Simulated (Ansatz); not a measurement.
# BBrH2: test of scalar relativity from a Python script

Aim: a test of scalar relativity, for BBrH2, run from a script.

Computed with the Python package of Ansatz 0.2.0. The levels of theory stand in the script.

## (1) The system

Bond lengths: B1–Br2 1.940 Å, B1–H3 1.220 Å, B1–H4 1.231 Å. Angles: Br2–B1–H3 124.4°, Br2–B1–H4 118.0°, H3–B1–H4 117.6°.

The script holds or builds the structure itself.

## (2) The code

Contents of bbrh2_x2c.py:

```python
# -*- coding: utf-8 -*-
"""Scalar relativity in BBrH2."""

import ansatz as az
import numpy as np

FUNCTIONAL = "PBE"
DISPERSION = "d4"

GEOMETRY = """
B    -0.13740   -0.01020   -0.08340
Br    1.54780   -0.35550    0.81460
H    -1.17980   -0.59560    0.15920
H    -0.17510    0.90100   -0.91070
"""


def main():
    molecule = az.Crystal.molecule()
    for line in GEOMETRY.strip().splitlines():
        symbol, *xyz = line.split()
        molecule = molecule.atom(symbol, [float(v) for v in xyz])

    setup = (
        molecule.calculation()
        .functional(FUNCTIONAL, dispersion=DISPERSION)
        .forces()
    )
    # a set contracted for a scalar-relativistic Hamiltonian goes with the relativistic run
    sets = {"none": "cc-pVTZ", "scalar": "cc-pVTZ-DK"}
    found = {kind: setup.basis(gaussian=basis).pseudopotentials(relativity=kind).run().report for kind, basis in sets.items()}
    for kind, each in found.items():
        dipole = 4.803205 * np.linalg.norm(each["charge_distribution"]["dipole_moment_e_ang"])
        print(f"{kind:7s} E = {each['free_energy_ev']:.4f} eV  dipole {dipole:.3f} D  largest force component {np.abs(each['forces_ev_ang']).max():.4f} eV/A")
    print(f"relativity lowers the total energy by {found['none']['free_energy_ev'] - found['scalar']['free_energy_ev']:.3f} eV")


if __name__ == "__main__":
    main()
```

## (3) What the engine is handed

The package turns the script's settings into the engine's input (first run):

```yaml
crystal:
  periodic: [false, false, false]
  atoms:
    - { symbol: B, position_ang: [-0.1374, -0.0102, -0.0834] }
    - { symbol: Br, position_ang: [1.5478, -0.3555, 0.8146] }
    - { symbol: H, position_ang: [-1.1798, -0.5956, 0.1592] }
    - { symbol: H, position_ang: [-0.1751, 0.901, -0.9107] }
basis:
  gaussian:
    orbitals: cc-pVTZ
hamiltonian:
  xc: pbe
  dispersion: d4
  pseudopotentials:
    relativity: none
output:
  forces: true
```

## (4) Running it

Launch:

```bash
> python bbrh2_x2c.py
```

The log of the run:

```text
none    E = -70744.9831 eV  dipole 0.375 D  largest force component 0.7994 eV/A
scalar  E = -71619.1411 eV  dipole 0.337 D  largest force component 0.8306 eV/A
relativity lowers the total energy by 874.158 eV
```

Run time: 3.6 s. Hardware: 1 thread of Arm Neoverse V1, shared host; peak memory 0.18 GiB.

## (5) Inputs of later runs

The engine's inputs for the other runs:

Run 2, against run 1:

```diff
@@ -10 +10 @@
-    orbitals: cc-pVTZ
+    orbitals: cc-pVTZ-DK
@@ -15 +15 @@
-    relativity: none
+    relativity: scalar
```

## (6) The runs side by side

The 2 runs, in the order started:

| run | basis | relativity | energy (eV) | SCF cycles | CPU time (s) |
| --- | --- | --- | --- | --- | --- |
| 1 | cc-pVTZ | none | -70744.9831 | 15 | 1.5 |
| 2 | cc-pVTZ-DK | scalar | -71619.1411 | 15 | 1.6 |

## (7) Outcome

| quantity | value |
| --- | --- |
| relativistic lowering of the total energy | 874.158 eV |
| runs compared | 2 |

What this shows: The total moves by -874.2 eV, nearly all in the cores, and the dipole from 0.37 to 0.34 D. The geometry is a force-field or estimated start, not a minimum of this method. The basis set changes with the Hamiltonian (a set recontracted for scalar relativity), and most of the change in the total lies in the cores.
